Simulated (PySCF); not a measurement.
# C₄HCl₂F₃O: magnetic properties

Wanted: magnetic properties for C₄HCl₂F₃O (`O=C(Cl)/C(=C/Cl)C(F)(F)F`).

Programs: PySCF 2.14.0, with routines of our own; each step states its level. All values are computed. Atoms count from 0.

## 1. The system as given

11 atoms, charge 0, multiplicity 1; geometry from: GFN2-xTB.

## 2. Magnetic properties: GIAO PBE/pcSseg-1

Job settings and geometry (Å):

```
{"job": {"kind": "mag", "xc": "PBE", "basis": "pcSseg-1", "isotopologues": 0}, "charge": 0, "multiplicity": 1}
O      2.346546     0.795073    -0.412814
C      1.546178    -0.029211    -0.097175
Cl     2.052746    -1.625203     0.384793
C      0.082120     0.192798    -0.072403
C     -0.328651     1.431385    -0.409164
Cl    -1.896591     2.021388    -0.472221
C     -0.829593    -0.944533     0.329415
F     -0.601654    -1.348679     1.586782
F     -2.125656    -0.625401     0.274653
F     -0.681419    -2.013874    -0.463594
H      0.441397     2.148929    -0.674236
```

With the program's defaults for keys left out, this is: GIAO PBE/pcSseg-1 magnetisability, rotational g tensor and spin-rotation constants, non-relativistic, gas phase.

Command:

```sh
OMP_NUM_THREADS=1 python excited_run.py task.json out
```

One launch serves the whole session: the jobs run in the order shown.

The log of the run:

```text
coarse grid: 12560 points
cycle   1  E = -1446.8151875360  dE =  1.764e+00  |g| = 1.211e+00  |ddm| = 3.542e+00
cycle   2  E = -1444.8931272842  dE =  1.922e+00  |g| = 3.289e+00  |ddm| = 4.378e+00
cycle   3  E = -1446.9724691849  dE = -2.079e+00  |g| = 6.601e-01  |ddm| = 3.978e+00
cycle   4  E = -1447.0621928318  dE = -8.972e-02  |g| = 1.844e-01  |ddm| = 7.768e-01
cycle   5  E = -1447.0672433299  dE = -5.050e-03  |g| = 7.149e-02  |ddm| = 1.994e-01
cycle   6  E = -1447.0682450391  dE = -1.002e-03  |g| = 3.044e-02  |ddm| = 1.089e-01
cycle   7  E = -1447.0684875483  dE = -2.425e-04  |g| = 9.758e-03  |ddm| = 4.586e-02
cycle   8  E = -1447.0685013099  dE = -1.376e-05  |g| = 5.414e-03  |ddm| = 1.079e-02
cycle   9  E = -1447.0685084944  dE = -7.185e-06  |g| = 1.122e-03  |ddm| = 5.294e-03
final grid: 119720 points
cycle  10  E = -1447.1856620521  dE = -9.831e-06  |g| = 2.175e-02  |ddm| = 3.910e-02
cycle  11  E = -1447.1849752985  dE =  6.868e-04  |g| = 6.370e-02  |ddm| = 6.888e-02
cycle  12  E = -1447.1857389820  dE = -7.637e-04  |g| = 6.647e-03  |ddm| = 5.715e-02
cycle  13  E = -1447.1857471592  dE = -8.177e-06  |g| = 1.442e-03  |ddm| = 6.767e-03
cycle  14  E = -1447.1857474720  dE = -3.128e-07  |g| = 4.249e-04  |ddm| = 2.129e-03
cycle  15  E = -1447.1857475196  dE = -4.766e-08  |g| = 1.279e-04  |ddm| = 6.660e-04
cycle  16  E = -1447.1857475232  dE = -3.534e-09  |g| = 5.297e-05  |ddm| = 1.471e-04
cycle  17  E = -1447.1857475238  dE = -6.489e-10  |g| = 1.102e-05  |ddm| = 4.844e-05
converged SCF energy = -1447.1857475238

Magnetisability tensor (1e-30 J/T^2)
    -1249.39       71.48      -38.43
       71.48    -1283.28      -63.37
      -38.43      -63.37    -1457.18
isotropic -1329.95   principal values   -1478.86  -1335.49  -1175.50
isotropic susceptibility -80.092 1e-6 cm^3/mol

Inertial axes            a          b          c
rot. const./GHz      1.4450     0.7618     0.5466
chi total           -80.144    -71.073    -89.057
chi diamagnetic    -854.660  -1489.254  -2045.837
chi paramagnetic    774.516   1418.181   1956.780
quadrupole/D A        2.822     -4.494      1.673
g nuclear            0.4961     0.4902     0.4937
g electronic        -0.5258    -0.5076    -0.5025
g total             -0.0297    -0.0174    -0.0088

Spin-rotation constants (kHz, H = +C I.J)
atom  isotope        aa         bb         cc
  2   35Cl        0.417      0.412      0.237
  5   35Cl        0.493      0.318      0.093
  7    19F        2.063      1.216      0.734
  8    19F        1.714      1.168      0.659
  9    19F        2.039      1.216      0.732
 10     1H       -0.127      0.073     -0.060
  0    17O*      -0.843     -0.617     -0.053
  1    13C*       0.759      0.244      0.156
  3    13C*       0.545      0.314      0.100
  4    13C*       0.645      0.351      0.095
  6    13C*       0.446      0.263      0.171
* in the singly substituted isotopologue
```

Run time: 44 s. Hardware: 1 thread of Arm Neoverse V1, shared host; peak memory 0.71 GiB.

From this job:

```csv
quantity,value
magnetisability,-1330·10⁻³⁰ J/T²
molar susceptibility,-80.1·10⁻⁶ cm³/mol
"rotational g (a, b, c)","-0.0297, -0.0174, -0.0088"
```

## 3. Magnetic properties: GIAO BP86/ANO-RCC-VDZP

The job, as its differences from that of step 2:

```diff
@@ -1,2 +1,2 @@
-{"job": {"kind": "mag", "xc": "PBE", "basis": "pcSseg-1", "isotopologues": 0}, "charge": 0, "multiplicity": 1}
+{"job": {"kind": "mag", "xc": "BP86", "basis": "ANO-RCC-VDZP"}, "charge": 0, "multiplicity": 1}
 O      2.346546     0.795073    -0.412814
```

Method: GIAO BP86/ANO-RCC-VDZP magnetisability, rotational g tensor and spin-rotation constants, non-relativistic, gas phase.

The log of the run:

```text
coarse grid: 12560 points
cycle   1  E = -1447.4162410460  dE =  1.858e+00  |g| = 1.189e+00  |ddm| = 4.988e+00
cycle   2  E = -1445.2989711981  dE =  2.117e+00  |g| = 3.355e+00  |ddm| = 4.078e+00
cycle   3  E = -1447.5861306013  dE = -2.287e+00  |g| = 6.435e-01  |ddm| = 3.803e+00
cycle   4  E = -1447.6764029801  dE = -9.027e-02  |g| = 2.020e-01  |ddm| = 8.997e-01
cycle   5  E = -1447.6836624691  dE = -7.259e-03  |g| = 7.457e-02  |ddm| = 2.232e-01
cycle   6  E = -1447.6848441255  dE = -1.182e-03  |g| = 3.087e-02  |ddm| = 1.074e-01
cycle   7  E = -1447.6851090086  dE = -2.649e-04  |g| = 1.081e-02  |ddm| = 4.875e-02
cycle   8  E = -1447.6851297622  dE = -2.075e-05  |g| = 5.790e-03  |ddm| = 1.518e-02
cycle   9  E = -1447.6851380892  dE = -8.327e-06  |g| = 1.223e-03  |ddm| = 6.642e-03
final grid: 119720 points
cycle  10  E = -1447.6970315512  dE = -2.125e-05  |g| = 9.495e-03  |ddm| = 2.917e-02
cycle  11  E = -1447.6968589503  dE =  1.726e-04  |g| = 2.972e-02  |ddm| = 3.943e-02
cycle  12  E = -1447.6970506197  dE = -1.917e-04  |g| = 1.943e-03  |ddm| = 3.071e-02
cycle  13  E = -1447.6970512800  dE = -6.603e-07  |g| = 6.018e-04  |ddm| = 2.001e-03
cycle  14  E = -1447.6970514056  dE = -1.255e-07  |g| = 1.553e-04  |ddm| = 7.234e-04
cycle  15  E = -1447.6970514115  dE = -5.985e-09  |g| = 4.177e-05  |ddm| = 1.887e-04
cycle  16  E = -1447.6970514119  dE = -3.984e-10  |g| = 1.333e-05  |ddm| = 6.174e-05
converged SCF energy = -1447.6970514119

Magnetisability tensor (1e-30 J/T^2)
    -1236.64       75.69      -40.35
       75.69    -1273.84      -65.66
      -40.35      -65.66    -1453.31
isotropic -1321.26   principal values   -1475.83  -1328.68  -1159.28
isotropic susceptibility -79.568 1e-6 cm^3/mol

Inertial axes            a          b          c
rot. const./GHz      1.4450     0.7618     0.5466
chi total           -79.699    -70.131    -88.875
chi diamagnetic    -855.027  -1488.621  -2045.548
chi paramagnetic    775.327   1418.491   1956.673
quadrupole/D A        3.759     -5.255      1.496
g nuclear            0.4961     0.4902     0.4937
g electronic        -0.5263    -0.5077    -0.5024
g total             -0.0302    -0.0175    -0.0087

Spin-rotation constants (kHz, H = +C I.J)
atom  isotope        aa         bb         cc
  2   35Cl        0.378      0.385      0.222
  5   35Cl        0.435      0.296      0.085
  7    19F        1.976      1.164      0.725
  8    19F        1.816      1.153      0.642
  9    19F        1.960      1.167      0.724
 10     1H       -0.123      0.077     -0.060
  0    17O*      -0.792     -0.599     -0.046
  1    13C*       0.729      0.245      0.151
  3    13C*       0.529      0.306      0.096
  4    13C*       0.622      0.340      0.090
  6    13C*       0.436      0.260      0.169
* in the singly substituted isotopologue
```

Run time: 2 min. Hardware: 1 thread of Arm Neoverse V1, shared host; peak memory 0.65 GiB.

Key values:

```csv
quantity,value
magnetisability,-1321·10⁻³⁰ J/T²
molar susceptibility,-79.6·10⁻⁶ cm³/mol
"rotational g (a, b, c)","-0.0302, -0.0175, -0.0087"
```

## 4. Magnetic properties side by side

```csv
level,ξ (10⁻³⁰ J/T²),g(a),g(b),gap (eV),functions,time
GIAO PBE/pcSseg-1,-1330,-0.0297,-0.0174,3.62,189,44 s
GIAO BP86/ANO-RCC-VDZP,-1321,-0.0302,-0.0175,3.58,153,2 min
```

## 5. Summary of results

| quantity | value |
| --- | --- |
| magnetisability (step 2, GIAO PBE/pcSseg-1) | -1330·10⁻³⁰ J/T² |
| molar susceptibility (step 2, GIAO PBE/pcSseg-1) | -80.1·10⁻⁶ cm³/mol |
| rotational g (a, b, c) (step 2, GIAO PBE/pcSseg-1) | -0.0297, -0.0174, -0.0088 |
| magnetisability over the levels | -1330 to -1321·10⁻³⁰ J/T² |

**Reading.** The magnetisability spreads by 0.7 % over 2 levels, from GIAO PBE/pcSseg-1 (44 s) to GIAO BP86/ANO-RCC-VDZP (2 min); the runs took 44 s to 2 min. Two levels can agree by chance, so this spread shows no convergence. Vibrational averaging and real surroundings are missing from these values.
